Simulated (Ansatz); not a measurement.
Geometry optimisation, Ansatz 0.2.0, DFT PBE-D3(BJ), scalar-relativistic, plane waves, PAW.

The input (input.yaml):

```yaml
crystal:
  lattice:
    - [-4.1593, -4.1593, 0.0]
    - [4.1593, -4.1593, 0.0]
    - [0.0, 0.0, 5.3226]
  atoms:
    - { symbol: Si, position: [0.5, 0.5, 0.0] }
    - { symbol: Si, position: [0.0, 0.5, 0.25] }
    - { symbol: O, position: [0.1937, 0.5, 0.0] }
    - { symbol: O, position: [0.0, 0.1937, 0.25] }
    - { symbol: O, position: [0.8063, 0.5, 0.0] }
    - { symbol: O, position: [0.0, 0.8063, 0.25] }
    - { symbol: Si, position: [0.5, 0.5, 0.5] }
    - { symbol: Si, position: [0.0, 0.5, 0.75] }
    - { symbol: O, position: [0.1937, 0.5, 0.5] }
    - { symbol: O, position: [0.0, 0.1937, 0.75] }
    - { symbol: O, position: [0.8063, 0.5, 0.5] }
    - { symbol: O, position: [0.0, 0.8063, 0.75] }
    - { symbol: Si, position: [0.0, 0.0, 0.0] }
    - { symbol: Si, position: [0.5, 0.0, 0.25] }
    - { symbol: O, position: [0.6937, 0.0, 0.0] }
    - { symbol: O, position: [0.5, 0.6937, 0.25] }
    - { symbol: O, position: [0.3063, 0.0, 0.0] }
    - { symbol: O, position: [0.5, 0.3063, 0.25] }
    - { symbol: Si, position: [0.0, 0.0, 0.5] }
    - { symbol: Si, position: [0.5, 0.0, 0.75] }
    - { symbol: O, position: [0.6937, 0.0, 0.5] }
    - { symbol: O, position: [0.5, 0.6937, 0.75] }
    - { symbol: O, position: [0.3063, 0.0, 0.5] }
    - { symbol: O, position: [0.5, 0.3063, 0.75] }
    - { symbol: F, position: [0.7650664, 0.7606664, 0.6170088] }
total_charge: -1
basis:
  ecutwfc: 420.0
kpoints:
  mp_grid: { grid: [2, 2, 2] }
hamiltonian:
  xc: pbe
  dispersion: d3bj
  pseudopotentials: { kind: paw, azcp: { folder: soft_1 } }
scf:
  occupations: { method: gaussian, width: 0.02 }
  lower_state_search: "off"
relax:
  f_tol: 0.03
  max_steps: 60
  adjacent_minimum: "off"
output:
  write_density: true
  write_potential: true
  elf: true
  volumetric_format: npy
```

Launched with:

```bash
$ ansatz run input.yaml --threads 1 --pin off --max-ram 3072MiB --backend cpu --events-out ev --progress --plain --runs-dir out
```

Q: Where does it end, and by what steps?

A: The forces met the threshold. The force dipped under the threshold on the way, but the program's further checks kept it going. Limits of this set-up: coarse k mesh, charged cell in a uniform background, uncorrected. After 6 steps the energy has fallen by 9.586 eV; O12 moved furthest, 0.53 Å. The start is strongly strained (largest force component 13 eV/Å).

```
step  energy less start (eV)  largest force component (eV/Å)  accepted
   0                  0.0000                          13.432       yes
   1                 -7.1697                           5.138       yes
   2                 -8.9453                           1.776       yes
   3                 -9.4854                           0.555       yes
   4                 -9.5829                           0.259       yes
   5                 -9.5865                           0.019       yes
   6                 -9.5865                           0.019       yes
```

```xyz
25
Lattice="-4.1593 -4.1593 0.0000 4.1593 -4.1593 0.0000 0.0000 0.0000 5.3226" Properties=species:S:1:pos:R:3
Si 0.087 -4.139 -0.004
Si 2.035 -1.976 1.318
O 1.218 -2.771 0.030
O 0.745 -0.767 1.321
O -1.232 -5.407 -0.034
O 3.296 -3.319 1.336
Si 0.018 -4.150 2.655
Si 2.117 -2.079 3.979
O 1.269 -2.831 2.646
O 0.771 -0.758 4.011
O -1.464 -5.190 2.596
O 2.971 -3.659 4.197
Si -0.080 -0.019 0.028
Si -2.017 -2.139 1.315
O -2.918 -2.894 -0.034
O 0.849 -5.001 1.348
O -1.236 -1.390 0.031
O -0.703 -3.355 1.282
Si -0.040 0.115 2.722
Si -2.031 -2.109 3.961
O -2.556 -3.077 2.577
O 0.929 -4.855 4.008
O -1.223 -1.278 2.637
O -0.735 -3.335 4.010
F -0.090 -6.515 3.249
```

Whether the end is a true minimum wasn't checked by a vibrational analysis.

The run took 63 s on 1 thread of Arm Neoverse V2, with other jobs on the host, peak memory 0.46 GiB.
